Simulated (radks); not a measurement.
# Co¹⁵⁺ in [Ne] 3s2: an all-electron calculation

One table from this session's results is given with a row withheld; the runs are named, their logs left out.

The numbers are computed with radks (a radial shooting solver on a logarithmic mesh, Libxc functionals) version 1 (scalar-relativistic Kohn-Sham, LDA (Slater exchange, Perdew-Wang correlation), spin-polarised, spherical densities, point nucleus), except any that are marked as measured or tabulated.

## What is computed

| Property | Result |
| --- | --- |
| element | cobalt (Z = 27) |
| charge | +15 |
| electrons | 12 |
| configuration | [Ne] 3s2 |

Outer shells as boxes (Hund's rule):

Co¹⁵⁺
```
[Ne] core
3s [↑↓]
```

Set-up of the first run:

Settings of this run:

```text
Z 27
configuration [Ne] 3s2
relativity scalar-relativistic
functional lda,pw
spin polarised
nucleus point
c 137.035999084
```

Among the steps run: Self-consistent calculation.

One table of the session follows, with a row left open; its other results are not shown here.

It belongs to the step «Orbitals and density». From the orbitals of this run (lengths in bohr):

```
level      <r>  outermost maximum (interpolated)  90 % within  nodes
   1s  0.05626                            0.0368        0.100      0
   2s        ?                                 ?            ?      ?
   2p   0.2215                             0.171        0.361      0
   3s   0.6477                             0.605        0.941      2
```

**Question.** Estimate the row for 2s.

The run gave: <r>: 0.2527; outermost maximum (interpolated): 0.212; 90 % within: 0.390; nodes: 1. In the column «<r>» it lies between 2p (0.2215) and 3s (0.6477).
